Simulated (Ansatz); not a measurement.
# O on W (Tungsten) (110)

One table from this session's results is given with a row withheld; the runs are named, their logs left out.

Method: DFT PBE, scalar-relativistic, plane waves, PAW, in Ansatz 0.2.0.

## The starting structure

Symmetry: Im-3m, No. 229, cubic system. Conventional cell: a = 3.184 Å, b = 3.184 Å, c = 3.184 Å, α = 90.00°, β = 90.00°, γ = 90.00°. Around W (site symmetry m-3m) lie 8 W at 2.76 Å.

As a file:

```cif
data_structure
_symmetry_space_group_name_H-M 'P 1'
_symmetry_Int_Tables_number 1
_cell_length_a 2.7570
_cell_length_b 2.7570
_cell_length_c 2.7570
_cell_angle_alpha 109.471
_cell_angle_beta 109.471
_cell_angle_gamma 109.471
_cell_volume 16.13
loop_
_atom_site_label
_atom_site_type_symbol
_atom_site_fract_x
_atom_site_fract_y
_atom_site_fract_z
_atom_site_occupancy
W1 W 0.00000 0.00000 0.00000 1
```

This cell was relaxed beforehand with the same method: volume 16.13 Å³/atom, gap on the mesh none (metal).

A (110) slab, 6.8 Å thick as cut, with 17 Å of vacuum, in a 2×1 surface cell; its outer planes are W (top) and W (bottom).

The slab as cut. Its planes from the bottom up:

```tsv
plane	atoms per cell	height over the lowest (Å)
1	W2	0.00
2	W2	2.25
3	W2	4.50
4	W2	6.75
```

The first run:

Planes are indexed in the bulk's conventional cell (Im-3m (No. 229)), a = 3.184 Å, b = 3.184 Å, c = 3.184 Å, α = 90.00°, β = 90.00°, γ = 90.00°.

Contents of input.yaml:

```yaml
crystal:
  lattice:
    - [5.514079678, 0.0, 0.0]
    - [-0.9190132797, 2.5993620882, 0.0]
    - [0.0, 0.0, 23.753340806]
  atoms:
    - { symbol: W, position: [0.25, 0.5, 0.3578444005] }
    - { symbol: W, position: [0.75, 0.5, 0.3578444005] }
    - { symbol: W, position: [0.5, 0.0, 0.4526148002] }
    - { symbol: W, position: [0.0, 0.0, 0.4526148002] }
    - { symbol: W, position: [0.75, 0.5, 0.5473851998] }
    - { symbol: W, position: [0.25, 0.5, 0.5473851998] }
    - { symbol: W, position: [0.0, 0.0, 0.6421555995] }
    - { symbol: W, position: [0.5, 0.0, 0.6421555995] }
basis:
  ecutwfc: 420
kpoints:
  mp_grid: { grid: [6, 11, 1] }
hamiltonian:
  xc: pbe
scf:
  occupations: { method: gaussian, width: 0.1 }
output:
  forces: true
  eigenvalues: true
  write_density: true
  write_potential: true
  elf: true
  volumetric_format: npy
relax:
  adjacent_minimum: "off"
  f_tol: 0.03
  max_steps: 70
  constraints: [{ sites: [0, 1, 2, 3] }]
efield:
  axis: 3
  dipole_correction: true
```

On the command line:

```console
$ ansatz run input.yaml --threads 2 --pin off --max-ram 5120MiB --backend cpu --events-out ev --progress --plain --runs-dir out
```

Among the steps run: Relaxing the clean slab; O at the top (W) site; O at the hollow (nearest W) site; Start: O, bridge (W-W); Start: O, hollow over W.

One of the session's tables, all rows but one given; the rest of the session is left out.

```
                             start  E_ads (eV)  height (Å)  Δφ, top (eV)  Δ dipole (e·Å)
           top (W) at (0.00, 0.00)       -5.99        1.72         +1.91          -0.152
hollow (nearest W) at (0.17, 0.67)           ?           ?             ?               ?
      bridge (W-W) at (0.25, 0.00)       -6.75        1.35         +0.77          -0.055
     hollow over W at (0.75, 0.50)       -6.77        1.17         +0.15          -0.008
```

Estimate the missing values for hollow (nearest W) at (0.17, 0.67).

As computed: E_ads (eV): -7.26; height (Å): 1.15; Δφ, top (eV): +0.27; Δ dipole (e·Å): -0.016. In the column «E_ads (eV)» it is the lowest.

Caveats from the session: A start on a symmetric site keeps its symmetry, so an end may be a saddle point and not a minimum. Spin-orbit coupling is left out for W. The final runs have no spin polarisation, so no magnetic state was tried and one may lie lower. Warnings in the runs' records: xc potential rough in thin density.
